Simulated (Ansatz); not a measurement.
I need a convergence test of the plane-wave cutoff of LiCd, space group Fd-3m. Use Ansatz 0.2.0 through its Python package. Settings (first run): PBEsol, PAW, cutoff 250 eV, 4×4×4 k-points, Fermi-Dirac smearing of 0.01 eV. The script varies cutoff (eV): 250, 300, 350, 400, 450.

```yaml
crystal:
  lattice:
    - [0.00000, 3.33242, 3.33242]
    - [3.33242, 0.00000, 3.33242]
    - [3.33242, 3.33242, 0.00000]
  atoms:
    - { symbol: Li, position: [0.25000, 0.25000, 0.25000] }
    - { symbol: Li, position: [0.00000, 0.00000, 0.00000] }
    - { symbol: Cd, position: [0.75000, 0.75000, 0.75000] }
    - { symbol: Cd, position: [0.50000, 0.50000, 0.50000] }
```

`ecut.py`:
```python
'''Cutoff test for LiCd.'''

import warnings

import ansatz as az

MAX_SCF = 100
FILLING = 'fermi_dirac'
SMEARING_WIDTH = 0.01
XC = 'pbesol'


def main() -> None:
    warnings.simplefilter('ignore', az.DeckWarning)

    crystal = (
        az.Lattice.of((0.0, 3.33242, 3.33242), (3.33242, 0.0, 3.33242), (3.33242, 3.33242, 0.0))
        .atom('Li', (0.25, 0.25, 0.25))
        .atom('Li', (0.0, 0.0, 0.0))
        .atom('Cd', (0.75, 0.75, 0.75))
        .atom('Cd', (0.5, 0.5, 0.5))
    )

    model = (
        crystal.calculation()
        .scf(max_iterations=MAX_SCF)
        .occupations(FILLING, width=SMEARING_WIDTH)
        .kpoints(4)
        .functional(XC)
        .stress()
    )

    rows = []
    for value in [250, 300, 350, 400, 450]:
        rep = model.basis(value).run(threads=1).report
        rows.append((value, rep['free_energy_ev'] / len(rep['lattice']['sites']), rep['n_iterations'], sum(rep['stress_gpa'][i][i] for i in range(3)) / 3, rep['n_pw']))

    print(' cutoff (eV)   F/atom (eV)    iterations       P (GPa)   plane waves')
    for row in rows:
        print(f'{str(row[0]):>12s}  {row[1]:12.5f}  {row[2]:12d}  {row[3]:12.3f}  {row[4]:12d}')

    # the last row is the reference
    for row in rows[:-1]:
        shift = 1000 * (row[1] - rows[-1][1])
        print(f'{row[0]}: {shift:+.2f} meV/atom' + ('  (within 1 meV)' if abs(shift) < 1 else ''))


if __name__ == '__main__':
    main()
```

```console
$ python ecut.py
 cutoff (eV)   F/atom (eV)    iterations       P (GPa)   plane waves
         250   -4192.99494             7         0.215           645
         300   -4193.72969             6        -1.170           893
         350   -4193.79352             6        -1.196          1067
         400   -4193.79555             6        -1.197          1363
         450   -4193.79608             6        -1.200          1639
250: +801.14 meV/atom
300: +66.39 meV/atom
350: +2.56 meV/atom
400: +0.53 meV/atom  (within 1 meV)
```

From 400 eV on it stays within 1 meV an atom of the value at 450 eV; the first row (250 eV) is off by 801.1 meV and the last but one by 0.53 meV. The energy falls steadily, as expected when plane waves are added. The pressure moves from 0.22 to -1.20 GPa (the program's stress holds a Pulay correction, so it settles early).

Caveats:
- The mesh is modest for a metal, so energies can be off by several to tens of meV an atom and pressures by half a GPa or more; differences at equal mesh fare better.
- Pressure is positive in compression.
- This cell is a computed structure, which may not be the phase found in nature.
- Shifts are counted from the last row, which is itself no proven limit.
- The script silences the warnings on its input, which a real study should read.
- Timing: 5 s on 1 thread of Arm Neoverse V1 (shared host), peak memory 0.37 GiB.

(Lines on the test bed's own set-up are left out of the output.)
